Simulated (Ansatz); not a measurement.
# NiMoIrPdW (P3m1) in Ansatz: equation of state, part 2 of 2

Ansatz 0.2.0. Earlier steps stand in the parts before.

## Step 3: Single point, PBE, collinear spin, ferromagnetic start, 14.37 Å³/atom (volume scaled by 0.96)

The input, input.yaml:

```yaml
crystal:
  lattice:
    - [2.7234675882, 0.0, 0.0]
    - [-1.3617337941, 2.3585865794, 0.0]
    - [0.0, 0.0, 11.1872410764]
  atoms:
    - { symbol: Ni, position: [0.0, 0.0, 0.70917], spin: 1.0 }
    - { symbol: Mo, position: [0.66667, 0.33333, 0.29425], spin: 1.0 }
    - { symbol: Pd, position: [0.66667, 0.33333, 0.89901] }
    - { symbol: Ir, position: [0.0, 0.0, 0.10604], spin: 0.6 }
    - { symbol: W, position: [0.66667, 0.33333, 0.52921] }
hamiltonian:
  xc: pbe
  pseudopotentials: { kind: paw }
magnetization:
  spin_polarized: true
kpoints:
  mp_grid: { grid: [11, 11, 3] }
scf:
  occupations: { method: fermi_dirac, width: 0.05 }
output:
  forces: true
  stress: true
  eigenvalues: true
  write_density: true
  write_potential: true
  elf: true
  volumetric_format: npy
```

Potentials or basis: Ansatz PAW.

Started as:

```bash
> ansatz run input.yaml --threads 8 --pin off --max-ram 20480MiB --backend cpu --events-out ev --progress --plain --runs-dir out
```

Output:

```text
Warning: the atoms were moved onto the symmetric positions of the space group found under crystal.symmetry.tolerance 1.0e-5 (fractional; no operation is sought that the atoms, as they stand in a round, miss by more than twice it, and no atom is moved by as much as it), and the run uses the moved positions. Before a round's move an operation carried an atom to 1.63e-5 Å from where it should land, the largest such distance. Atom 1 (counting from 0) moved farthest, by 1.57e-5 Å; the longest move in fractions of the cell, of whichever atom, is 0.47 of the tolerance, in 1 round. To run the atoms as typed, lower crystal.symmetry.tolerance until the operations that they miss are no longer found, or set crystal.symmetry.detect: false (a key that needs symmetry detection or time reversal refuses this as the deck is read). The positions used, in the order of the run's atom list: position: [4.884966061757638e-17, -7.401373893108076e-18, 0.70917]; position: [0.6666666666666667, 0.33333333333333337, 0.29425]; position: [0.6666666666666667, 0.33333333333333337, 0.89901]; position: [4.884966061757638e-17, -7.401373893108076e-18, 0.10604]; position: [0.6666666666666667, 0.33333333333333337, 0.52921]; The lattice was moved too: crystal.lattice, of which some number shows no typed digit to judge by, misses the space group found at crystal.symmetry.tolerance 1.0e-5 by more than rounding, which is why this is a warning: the operation that it misses by the most changes a squared length by the fraction 4.07e-6, and from 1e-6 on that is taken for a strain and not for rounding. The run uses the lattice that is a stretch of the typed one, with no rotation, onto the one that keeps every operation to a double's rounding (on a very oblique basis the stretch itself rounds by more); the deck's lattice vector that moved farthest moved by 3.20e-6 Å. To run the lattice as typed, set crystal.symmetry.tolerance under 4.06e-6, the least fraction by which an operation that the lattice misses changes a squared length (the same key also sets how far an atom may lie from its image, so lowering it can lose operations that the atoms keep only within it), or set crystal.symmetry.detect: false, as for the atoms. crystal.lattice made exact, in Å and degrees: [[2.7234643906255056, 0.0, 0.0], [-1.3617321953127528, 2.358589348583994, 0.0], [0.0, 0.0, 11.1872410764]]. Pasted over the deck's crystal.lattice, beside positions in fractional coordinates, it runs the same cell (given as lengths and angles, that cell in the form's own orientation, a rigid turn of the misfit's size from the one run here, for which a checkpoint.post_process_only pass over this run's state can be refused: where this run relaxes nothing, give such a pass this deck's own crystal.lattice, as typed; behind a relaxation, as crystal.lattice, the state's own cell, identity.cell in its checkpoint.json), and a matrix so pasted ends this notice, except on a very skew basis of the lattice, where the rounding of the pasted numbers themselves can read as a misfit: the cell is then moved again, and that move is told again. The lattice as run is in this notice's lattice.as_run_ang field (Run.prep()["deck_notices"] in Python, the deck_notice line of an events file, deck_notices of ansatz run --dry-run=json, or deck_notices in record.json in the deck's checkpoint.write directory).
Warning: RAYON_NUM_THREADS=8 ignored (pool sized by the plan → 8); use --threads N
[... 129 lines left out ...]
  k-point 0 ↑: bands = ["-81.6515", "-71.1829", "-62.9294", "-52.3843", "-42.2783", "-41.9060", "-41.9060", "-39.6244", "-28.6991", "-28.4632", "-28.4632", "-28.0139", "-27.8074", "-27.8074", "-16.7943", "-15.9752", "-15.9752", "-13.7300", "-12.9542", "-12.9542", "12.2016", "13.1952", "14.8519", "15.3535", "16.2577", "17.8638", "17.9566", "17.9566", "18.4343", "18.4802", "18.4802", "19.4532", "19.4532", "19.4869", "19.7233", "19.7233", "19.8917", "19.8917", "20.4621", "20.4691", "20.4691", "21.2962", "21.2962", "21.4676", "21.6740", "21.6740", "23.5760", "23.5760", "25.2553", "25.2553", "30.3780"]
  k-point 1 ↑: bands = ["-81.6515", "-71.1829", "-62.9294", "-52.3843", "-42.2783", "-41.9060", "-41.9060", "-39.6244", "-28.6991", "-28.4632", "-28.4632", "-28.0139", "-27.8075", "-27.8075", "-16.7943", "-15.9752", "-15.9752", "-13.7300", "-12.9542", "-12.9542", "12.2660", "13.0606", "14.8034", "15.6255", "16.1472", "17.9567", "17.9567", "17.9678", "18.3755", "18.4813", "18.4813", "19.2899", "19.4345", "19.4345", "19.7201", "19.7201", "19.9506", "19.9506", "20.3256", "20.4015", "20.4015", "21.3688", "21.3688", "21.6330", "21.6330", "21.7699", "23.5701", "23.5701", "25.2593", "25.2593", "29.7791"]
  k-point 2 ↑: bands = ["-81.6510", "-71.1796", "-62.9260", "-52.3741", "-42.2777", "-41.9108", "-41.9072", "-39.6060", "-28.6943", "-28.4921", "-28.4701", "-28.0086", "-27.8548", "-27.8189", "-16.7775", "-16.0905", "-16.0012", "-13.7130", "-13.0727", "-12.9809", "12.5248", "13.5264", "15.1046", "15.5893", "16.4934", "17.6824", "17.7831", "18.2036", "18.3244", "18.4992", "18.6458", "19.2516", "19.3580", "19.4361", "19.4968", "19.8147", "19.8401", "19.9486", "20.0153", "20.3578", "20.5545", "21.0194", "21.1449", "21.4627", "21.8399", "22.4245", "23.5328", "24.1362", "25.0859", "25.1802", "30.5823"]
  k-point 41 ↓: bands = ["-81.6445", "-71.1358", "-62.8826", "-52.2401", "-42.2704", "-41.9543", "-41.9426", "-39.3611", "-28.7449", "-28.6764", "-28.6366", "-28.2637", "-28.1546", "-27.9404", "-17.0495", "-16.7887", "-16.5550", "-14.0677", "-13.7967", "-13.4884", "15.8893", "16.3201", "16.6032", "16.8607", "17.1833", "17.4110", "17.7077", "17.8220", "18.3005", "18.4182", "18.5679", "18.6878", "18.9296", "19.2014", "19.5009", "20.2315", "20.6762", "20.9565", "21.3570", "21.5256", "21.7006", "21.9126", "22.6216", "22.6397", "24.5917", "26.2534", "26.8174", "27.7871", "28.1570", "28.7544", "29.6308"]
```

v_z.tsv:

```text
# z_ang	v_es[eV]	v_tot_up[eV]	v_tot_dn[eV]
# format = ansatz-planar-average/11
# xc	pbe
# density_cutoff_ev	1680
# datasets	Ni=:simpson_from_first_knot:soft	Mo=:simpson_from_first_knot:soft	Pd=:simpson_from_first_knot:soft	Ir=:simpson_from_first_knot:soft	W=:simpson_from_first_knot:soft
# lattice	2.723464391	0.000000000	0.000000000
# lattice	-1.361732195	2.358589349	0.000000000
# lattice	0.000000000	0.000000000	11.187241076
# sites	5
# site	28	0.000000000	-0.000000000	7.933655754
# site	42	1.361732195	0.786196450	3.291845687
# site	46	1.361732195	0.786196450	10.057441600
# site	77	0.000000000	-0.000000000	1.186295044
# site	74	1.361732195	0.786196450	5.920399850
0.000000	2.126693e1	1.097386e1	1.097386e1
0.149163	2.043803e1	9.882970e0	9.882970e0
0.298326	1.809384e1	6.816000e0	6.816000e0
0.447490	1.411298e1	1.641859e0	1.641859e0
0.596653	9.200086e0	-4.769413e0	-4.769413e0
0.745816	4.354239e0	-1.109087e1	-1.109087e1
[... 67 lines left out ...]
10.888915	1.893424e1	7.715982e0	7.715982e0
11.038078	2.088545e1	1.037513e1	1.037513e1
```

Run time: 23 s. Hardware: 8 threads of Intel Xeon Platinum 8259CL at 2.50GHz (Skylake/Cascade Lake), shared host; peak memory 0.78 GiB.

Results:

```
Free energy            : -40087.4757 eV
Pressure               : 10.4 GPa
Largest force          : 0.581 eV/Å
Band gap on the k mesh : none (metal or under the smearing width)
Net moment             : 0.00 μB per cell
Absolute moment        : 0.00 μB per cell
```

Caveat: the starting moments weren't kept.

## Step 4: Single point, PBE, collinear spin, ferromagnetic start, 14.67 Å³/atom (volume scaled by 0.98)

Edit input.yaml of step 3 so:

```diff
@@ -2,5 +2,5 @@
   lattice:
-    - [2.7234675882, 0.0, 0.0]
-    - [-1.3617337941, 2.3585865794, 0.0]
-    - [0.0, 0.0, 11.1872410764]
+    - [2.7422507169, 0.0, 0.0]
+    - [-1.3711253584, 2.3748532078, 0.0]
+    - [0.0, 0.0, 11.2643969013]
   atoms:
@@ -24,5 +24 @@
   eigenvalues: true
-  write_density: true
-  write_potential: true
-  elf: true
-  volumetric_format: npy
```

Started as:

```bash
> ansatz run input.yaml --threads 8 --pin off --max-ram 20480MiB --backend cpu --events-out ev --progress --plain --runs-dir out
```

Wall time 25 s (8 threads of Intel Xeon Platinum 8259CL at 2.50GHz (Skylake/Cascade Lake), shared host); peak memory 0.78 GiB.

It converged, with:

```
Free energy            : -40087.5460 eV
Pressure               : 4.8 GPa
Largest force          : 0.424 eV/Å
Band gap on the k mesh : none (metal or under the smearing width)
Net moment             : 0.00 μB per cell
Absolute moment        : 0.00 μB per cell
```

Caveat: the starting moments weren't kept.

## Step 5: Single point, PBE, collinear spin, ferromagnetic start, 14.97 Å³/atom

Edit input.yaml of step 4 so:

```diff
@@ -2,5 +2,5 @@
   lattice:
-    - [2.7422507169, 0.0, 0.0]
-    - [-1.3711253584, 2.3748532078, 0.0]
-    - [0.0, 0.0, 11.2643969013]
+    - [2.76078, 0.0, 0.0]
+    - [-1.38039, 2.3909, 0.0]
+    - [0.0, 0.0, 11.34051]
   atoms:
```

Started as:

```bash
> ansatz run input.yaml --threads 8 --pin off --max-ram 20480MiB --backend cpu --events-out ev --progress --plain --runs-dir out
```

Wall time 25 s (8 threads of Intel Xeon Platinum 8259CL at 2.50GHz (Skylake/Cascade Lake), shared host); peak memory 0.75 GiB.

Results (log left out):

```
Free energy            : -40087.5670 eV
Pressure               : -0.2 GPa
Largest force          : 0.281 eV/Å
Band gap on the k mesh : none (metal or under the smearing width)
Net moment             : 0.00 μB per cell
Absolute moment        : 0.00 μB per cell
```

Caveat: the starting moments weren't kept.

## Step 6: Single point, PBE, collinear spin, ferromagnetic start, 15.27 Å³/atom (volume scaled by 1.02)

Edit input.yaml of step 5 so:

```diff
@@ -2,5 +2,5 @@
   lattice:
-    - [2.76078, 0.0, 0.0]
-    - [-1.38039, 2.3909, 0.0]
-    - [0.0, 0.0, 11.34051]
+    - [2.7790638441, 0.0, 0.0]
+    - [-1.389531922, 2.4067342363, 0.0]
+    - [0.0, 0.0, 11.415614904]
   atoms:
@@ -24 +24,5 @@
   eigenvalues: true
+  write_density: true
+  write_potential: true
+  elf: true
+  volumetric_format: npy
```

Potentials or basis: Ansatz PAW.

Started as:

```bash
> ansatz run input.yaml --threads 8 --pin off --max-ram 20480MiB --backend cpu --events-out ev --progress --plain --runs-dir out
```

Wall time 31 s (8 threads of Intel Xeon Platinum 8259CL at 2.50GHz (Skylake/Cascade Lake), shared host); peak memory 0.77 GiB.

It converged, with:

```yaml
Free_energy: -40087.5441 eV
Pressure: -4.6 GPa
Largest_force: 0.152 eV/Å
Band_gap_on_the_k_mesh: none (metal or under the smearing width)
Net_moment: 0.00 μB per cell
Absolute_moment: 0.00 μB per cell
```

Caveat: the starting moments weren't kept.

## Step 7: Single point, PBE, collinear spin, ferromagnetic start, 15.57 Å³/atom (volume scaled by 1.04)

Edit input.yaml of step 6 so:

```diff
@@ -2,5 +2,5 @@
   lattice:
-    - [2.7790638441, 0.0, 0.0]
-    - [-1.389531922, 2.4067342363, 0.0]
-    - [0.0, 0.0, 11.415614904]
+    - [2.7971102189, 0.0, 0.0]
+    - [-1.3985551094, 2.4223628186, 0.0]
+    - [0.0, 0.0, 11.4897443506]
   atoms:
```

Started as:

```bash
> ansatz run input.yaml --threads 8 --pin off --max-ram 20480MiB --backend cpu --events-out ev --progress --plain --runs-dir out
```

Run time: 29 s. Hardware: 8 threads of Intel Xeon Platinum 8259CL at 2.50GHz (Skylake/Cascade Lake), shared host; peak memory 0.8 GiB.

The run converged. Its results:

```
Free energy            : -40087.4820 eV
Pressure               : -8.6 GPa
Largest force          : 0.145 eV/Å
Band gap on the k mesh : none (metal or under the smearing width)
Net moment             : 0.00 μB per cell
Absolute moment        : 0.00 μB per cell
```

Caveat: the starting moments weren't kept.

## Step 8: Single point, PBE, collinear spin, ferromagnetic start, 15.87 Å³/atom (volume scaled by 1.06)

Edit input.yaml of step 7 so:

```diff
@@ -2,5 +2,5 @@
   lattice:
-    - [2.7971102189, 0.0, 0.0]
-    - [-1.3985551094, 2.4223628186, 0.0]
-    - [0.0, 0.0, 11.4897443506]
+    - [2.8149266879, 0.0, 0.0]
+    - [-1.4074633439, 2.4377922971, 0.0]
+    - [0.0, 0.0, 11.5629294088]
   atoms:
```

Started as:

```bash
> ansatz run input.yaml --threads 8 --pin off --max-ram 20480MiB --backend cpu --events-out ev --progress --plain --runs-dir out
```

Run time: 35 s. Hardware: 8 threads of Intel Xeon Platinum 8259CL at 2.50GHz (Skylake/Cascade Lake), shared host; peak memory 0.81 GiB.

The run converged. Its results:

| Property | Result |
| --- | --- |
| Free energy | -40087.3849 eV |
| Pressure | -12.1 GPa |
| Largest force | 0.217 eV/Å |
| Band gap on the k mesh | none (metal or under the smearing width) |
| Net moment | 0.00 μB per cell |
| Absolute moment | 0.00 μB per cell |

Caveat: the starting moments weren't kept.

## Step 9: Equation of state, PBE, collinear spin, ferromagnetic start

Potentials or basis: Ansatz PAW.

No new run: the results of the series are fitted here.

Results:

- Equilibrium volume: 14.96 Å³/atom
- Bulk modulus at fixed shape and positions: 236 GPa
- Pressure derivative of the bulk modulus: 4.7

Energy against volume, from the lowest point:
| volume (Å³/atom) | energy (meV/atom) |
| --- | --- |
| 14.073 | 43.36 |
| 14.372 | 18.27 |
| 14.672 | 4.21 |
| 14.971 | 0.00 |
| 15.271 | 4.58 |
| 15.570 | 17.00 |
| 15.869 | 36.42 |

Caveat: the cell was scaled at fixed shape and fractional positions, which overstates the stiffness of a crystal with free parameters, most of all of layers and chains. Spin-orbit coupling is left out, which matters for the levels of Ir, W.
